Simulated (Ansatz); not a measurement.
This script drives Ansatz's Python interface.

The script, `clh3nsb_torsion.py`:
```python
'''Rigid torsion scan of ClH3NSb.'''

import warnings

import ansatz as az
from ase import Atoms

BASIS_SET = 'def2-SVP'
FUNCTIONAL = 'CAM-B3LYP'
FORCE_TOL = 0.02


def main() -> None:
    warnings.simplefilter('ignore', az.DeckWarning)

    atoms = Atoms(['N', 'Sb', 'Cl', 'H', 'H', 'H'], positions=[
        [-0.8805, -0.0403, -0.6335],
        [-0.0624, 0.041, 1.2571],
        [1.1321, -1.9774, 0.8062],
        [-1.2709, 0.96, -0.8076],
        [-0.1485, -0.1069, -1.3514],
        [1.2722, 1.0595, 0.6831],
    ])

    # start the scan from a relaxed geometry
    first = (
        az.Crystal.molecule_from_ase(atoms).calculation()
        .basis(gaussian=BASIS_SET)
        .functional(FUNCTIONAL)
        .relax(force_tolerance=FORCE_TOL, max_steps=80)
    )
    atoms.positions = first.run(threads=1).report['positions_ang']

    start = atoms.get_dihedral(3, 0, 1, 2)
    energies = {}
    for turn in range(0, 360, 30):
        turned = atoms.copy()
        turned.set_dihedral(3, 0, 1, 2, start + turn, indices=[1, 2, 5])
        setup = (
            az.Crystal.molecule_from_ase(turned).calculation()
            .basis(gaussian=BASIS_SET)
            .functional(FUNCTIONAL)
        )
        energies[round((start + turn) % 360)] = setup.run(threads=1).report['free_energy_ev']
    floor = min(energies.values())
    print('dihedral H3-N0-Sb1-Cl2 (deg)   E - E(min) (kcal/mol)')
    for angle, e in sorted(energies.items()):
        print(f'{angle:8d} {23.060548 * (e - floor):14.3f}  ' + '#' * int(30 * (e - floor) / max(max(energies.values()) - floor, 1e-9)))


if __name__ == '__main__':
    main()
```

It is started by `python clh3nsb_torsion.py`. Estimate its wall time and peak memory on 1 thread of Arm Neoverse V2 (shared host).

It took about 72 s, with a peak of 0.24 GiB, for 13 runs of the engine.

```console
$ python clh3nsb_torsion.py
dihedral H3-N0-Sb1-Cl2 (deg)   E - E(min) (kcal/mol)
      21          6.190  ###################
      51          1.952  ######
      81          0.000
     111          2.030  ######
     141          6.680  ####################
     171          9.592  ##############################
     201          7.992  ########################
     231          4.747  ##############
     261          3.455  ##########
     291          5.064  ###############
     321          8.022  #########################
     351          9.055  ############################
```

Notes:
- The settings weren't tested for convergence.
- The scan is rigid and the energies are electronic, in a modest basis. With rigid groups the curve can differ much from the relaxed path, the start wasn't checked as a minimum of this torsion, and equivalent turns needn't return to the same energy.
- def2 sets replace the cores of elements past krypton by effective core potentials.
